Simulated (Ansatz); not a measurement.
# BClF3HSi: the cost of one run

Method: the settings change from run to run; program: Ansatz 0.2.0, Gaussian basis.

## Step 1: The molecule

The structure was relaxed beforehand with PBE0-D4 in a triple-zeta def2 set.

SMILES `F[Si](F)(F)BCl`, 7 atoms, charge 0, spin multiplicity 1.

Atoms are counted from 1 here; the program's logs count them from 0.

Bond lengths: F1–Si2 1.578 Å, Si2–F3 1.581 Å, Si2–F4 1.581 Å, Si2–B5 2.010 Å, B5–Cl6 1.727 Å, B5–H7 1.192 Å. Angles: F1–Si2–F3 107.2°, F1–Si2–F4 107.2°, F1–Si2–B5 113.4°, F3–Si2–F4 107.5°, F3–Si2–B5 110.7°, F4–Si2–B5 110.7°, Si2–B5–Cl6 120.1°, Si2–B5–H7 122.3°, Cl6–B5–H7 117.6°.

As a file:

```xyz
7

F     0.1620   -1.0805    1.6858
Si    0.0776   -0.8248    0.1306
F    -1.1614   -1.6438   -0.4114
F     1.3782   -1.4484   -0.5168
B    -0.0924    1.1193   -0.3491
Cl   -0.1369    2.3174    0.8935
H    -0.1660    1.4928   -1.4783
```

## Step 2: PBE0-DH/x2c-TZVPPall

Set apart from the defaults: multiplicity 3.

in.yaml

```yaml
crystal:
  periodic: [false, false, false]
  atoms:
    - {symbol: F, position_ang: [0.162028, -1.080473, 1.685778]}
    - {symbol: Si, position_ang: [0.077635, -0.824831, 0.130561]}
    - {symbol: F, position_ang: [-1.161360, -1.643800, -0.411374]}
    - {symbol: F, position_ang: [1.378189, -1.448387, -0.516757]}
    - {symbol: B, position_ang: [-0.092403, 1.119276, -0.349061]}
    - {symbol: Cl, position_ang: [-0.136912, 2.317371, 0.893465]}
    - {symbol: H, position_ang: [-0.165977, 1.492846, -1.478311]}
basis:
  gaussian: {orbitals: x2c-TZVPPall}
magnetization: {spin_polarized: true, initial_magnetization: 2}
hamiltonian: {xc: {name: PBE0-DH}}
```

Launch:

```
$ ansatz run in.yaml --threads 4 --pin off --events-out ev --progress --plain --max-ram 10444MiB
```

Q: Estimate wall time and peak memory on 4 threads of Arm Neoverse N1, shared host.

About 13 s, with a peak of 0.74 GiB.
